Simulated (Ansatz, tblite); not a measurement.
**The cluster Ge₁₄SbH₂₄+: one state, many levels**

One table from this session's results is given with a row withheld; the runs are named, their logs left out.

Method: as each input shows; program: Ansatz 0.2.0, Gaussian basis.

The runs, in order: GFN1-xTB, GFN2-xTB, PBE-D4/def2-TZVP, r2SCAN-D4/def2-TZVP, r2SCANh-D4/def2-TZVP, PBE-D4/def2-SVP, PBE0-D4/def2-SVP, MP2/def2-SVP.

4 further runs of the same task are left out: 1 that didn't finish, 3 set aside as unsound or not needed.

**The relaxed structure**

The singlet was relaxed beforehand with PBE-D4/def2-SVP.

39 atoms, charge 1, spin multiplicity 1.

Bond lengths: Ge1–Ge2 2.457 Å, Ge1–Ge10 2.443 Å, Ge1–H16 1.551 Å, Ge1–H17 1.554 Å, Ge2–Ge3 2.448 Å, Ge2–Ge5 2.451 Å, Ge2–H18 1.556 Å, Ge3–Ge14 2.446 Å, Ge3–H19 1.553 Å, Ge3–H20 1.552 Å, Ge4–Ge7 2.451 Å, Ge4–Sb15 2.650 Å, Ge4–H21 1.553 Å, Ge4–H22 1.553 Å, Ge5–Sb15 2.651 Å, Ge5–H23 1.553 Å, Ge5–H24 1.552 Å, Ge6–Ge7 2.457 Å and more. Angles: Ge2–Ge1–Ge10 111.4°, Ge2–Ge1–H16 109.3°, Ge2–Ge1–H17 108.2°, Ge10–Ge1–H16 110.1°, Ge10–Ge1–H17 108.5°, H16–Ge1–H17 109.4°, Ge1–Ge2–Ge3 110.9°, Ge1–Ge2–Ge5 110.6°, Ge1–Ge2–H18 110.6°, Ge3–Ge2–Ge5 107.4°, Ge3–Ge2–H18 111.5°, Ge5–Ge2–H18 105.6°, Ge2–Ge3–Ge14 108.2°, Ge2–Ge3–H19 110.5°, Ge2–Ge3–H20 109.1°, Ge14–Ge3–H19 109.2°, Ge14–Ge3–H20 109.9°, H19–Ge3–H20 110.0° and more.

Coordinates:

```xyz
39
Ge14H24Sb
Ge   -4.0173   -0.5638    1.7622
Ge   -4.1055   -0.6266   -0.6928
Ge   -4.0143    1.6337   -1.6298
Ge    2.1872   -1.8724   -1.5920
Ge   -2.1946   -1.8697   -1.5916
Ge    4.0154   -0.5685    1.7579
Ge    4.1006   -0.6304   -0.6969
Ge   -0.0021   -0.6842    1.9629
Ge    2.0831   -1.7959    2.6119
Ge   -2.0871   -1.7943    2.6164
Ge    4.0110    1.6292   -1.6350
Ge   -0.0021    1.8444   -1.5134
Ge    2.0917    2.7867   -0.6564
Ge   -2.0931    2.7889   -0.6519
Sb   -0.0028   -0.6773   -0.6973
H    -5.3277   -1.1627    2.3378
H    -3.8905    0.9197    2.2061
H    -5.3694   -1.3948   -1.1762
H    -3.8431    1.5752   -3.1721
H    -5.3224    2.3871   -1.2687
H     2.0267   -1.7961   -3.1347
H     2.0454   -3.3424   -1.1133
H    -2.0361   -1.7901   -3.1344
H    -2.0531   -3.3408   -1.1161
H     5.3236   -1.1733    2.3316
H     3.8944    0.9145    2.2039
H     5.3628   -1.4005   -1.1818
H    -0.0017    0.8405    2.2815
H     2.0948   -1.9071    4.1596
H     2.0138   -3.2188    1.9936
H    -2.0964   -1.9012    4.1644
H    -2.0205   -3.2186    2.0013
H     3.8392    1.5698   -3.1772
H     5.3197    2.3818   -1.2751
H    -0.0040    1.6879   -3.0631
H     2.0812    4.3079   -0.9708
H     2.0534    2.5856    0.8854
H    -2.0816    4.3102   -0.9656
H    -2.0529    2.5871    0.8897
```

Sb takes a core potential in the def2 sets. No spin-orbit coupling is included. The ion is computed in the gas phase, without counter-ions or solvent.

PBE0-D4/def2-TZVP was run before; its log isn't repeated, and its numbers join the tables.

Set-up of the first run:

Tight binding, by tblite at 300 K electronic temperature and without a spin-polarisation term:

```python
tblite.interface.Calculator('GFN1-xTB', numbers, positions, charge=1, uhf=0).singlepoint()
```

Tight binding, by tblite at 300 K electronic temperature and without a spin-polarisation term:

```python
tblite.interface.Calculator('GFN2-xTB', numbers, positions, charge=1, uhf=0).singlepoint()
```

start.molden holds the orbitals of an earlier run on this state, given as this run's starting guess.

File in.yaml:

```yaml
crystal:
  periodic: [false, false, false]
  atoms:
    - {symbol: Ge, position_ang: [-4.017331, -0.563751, 1.762154]}
    - {symbol: Ge, position_ang: [-4.105514, -0.626588, -0.692770]}
    - {symbol: Ge, position_ang: [-4.014259, 1.633667, -1.629755]}
    - {symbol: Ge, position_ang: [2.187167, -1.872370, -1.592032]}
    - {symbol: Ge, position_ang: [-2.194571, -1.869731, -1.591639]}
    - {symbol: Ge, position_ang: [4.015419, -0.568498, 1.757903]}
    - {symbol: Ge, position_ang: [4.100631, -0.630378, -0.696914]}
    - {symbol: Ge, position_ang: [-0.002134, -0.684218, 1.962930]}
    - {symbol: Ge, position_ang: [2.083112, -1.795948, 2.611852]}
    - {symbol: Ge, position_ang: [-2.087108, -1.794313, 2.616402]}
    - {symbol: Ge, position_ang: [4.010965, 1.629221, -1.635041]}
    - {symbol: Ge, position_ang: [-0.002136, 1.844374, -1.513403]}
    - {symbol: Ge, position_ang: [2.091671, 2.786711, -0.656430]}
    - {symbol: Ge, position_ang: [-2.093090, 2.788899, -0.651942]}
    - {symbol: Sb, position_ang: [-0.002828, -0.677301, -0.697276]}
    - {symbol: H, position_ang: [-5.327667, -1.162693, 2.337793]}
    - {symbol: H, position_ang: [-3.890498, 0.919716, 2.206063]}
    - {symbol: H, position_ang: [-5.369358, -1.394803, -1.176195]}
    - {symbol: H, position_ang: [-3.843112, 1.575169, -3.172057]}
    - {symbol: H, position_ang: [-5.322419, 2.387059, -1.268656]}
    - {symbol: H, position_ang: [2.026651, -1.796125, -3.134659]}
    - {symbol: H, position_ang: [2.045359, -3.342389, -1.113255]}
    - {symbol: H, position_ang: [-2.036103, -1.790129, -3.134394]}
    - {symbol: H, position_ang: [-2.053085, -3.340804, -1.116107]}
    - {symbol: H, position_ang: [5.323624, -1.173327, 2.331568]}
    - {symbol: H, position_ang: [3.894430, 0.914492, 2.203859]}
    - {symbol: H, position_ang: [5.362786, -1.400503, -1.181843]}
    - {symbol: H, position_ang: [-0.001721, 0.840492, 2.281547]}
    - {symbol: H, position_ang: [2.094838, -1.907111, 4.159643]}
    - {symbol: H, position_ang: [2.013756, -3.218760, 1.993600]}
    - {symbol: H, position_ang: [-2.096396, -1.901174, 4.164401]}
    - {symbol: H, position_ang: [-2.020521, -3.218574, 2.001321]}
    - {symbol: H, position_ang: [3.839165, 1.569777, -3.177245]}
    - {symbol: H, position_ang: [5.319720, 2.381789, -1.275074]}
    - {symbol: H, position_ang: [-0.004037, 1.687946, -3.063136]}
    - {symbol: H, position_ang: [2.081205, 4.307939, -0.970757]}
    - {symbol: H, position_ang: [2.053375, 2.585607, 0.885362]}
    - {symbol: H, position_ang: [-2.081632, 4.310194, -0.965596]}
    - {symbol: H, position_ang: [-2.052852, 2.587139, 0.889675]}
basis:
  gaussian: {orbitals: def2-TZVP, fitting: {mean_field: def2-universal-jkfit}, initial_orbitals: start.molden}
total_charge: 1
hamiltonian: {xc: pbe, dispersion: d4}
scf: {omitted_lower_state_checks: [starts]}
output: {forces: true, orbitals: {seedname: orbitals}}
```

Command:

```bash
> ansatz run in.yaml --threads 4 --pin off --events-out ev --progress --plain --max-ram 66560MiB --backend cuda --devices 0, --max-vram 37GiB
```

Steps of the session up to this table: PBE-D4/def2-TZVP; r2SCAN-D4/def2-TZVP; r2SCANh-D4/def2-TZVP; PBE-D4/def2-SVP; PBE0-D4/def2-SVP; MP2/def2-SVP.

One table of the session follows, with a row left open; its other results are not shown here.

| level | HOMO (eV) | LUMO (eV) | gap (eV) |
| --- | --- | --- | --- |
| PBE-D4/def2-SVP | -9.07 | -5.50 | 3.57 |
| PBE-D4/def2-TZVP | -9.07 | -5.54 | 3.53 |
| r2SCAN-D4/def2-TZVP | -9.31 | -5.41 | 3.90 |
| r2SCANh-D4/def2-TZVP | -9.63 | -5.15 | 4.47 |
| PBE0-D4/def2-SVP | ? | ? | ? |
| PBE0-D4/def2-TZVP | -9.96 | -4.81 | 5.15 |

Estimate the missing values for PBE0-D4/def2-SVP.

The run gave: HOMO (eV): -10.00; LUMO (eV): -4.81; gap (eV): 5.19. In the column «HOMO (eV)» it is the lowest.
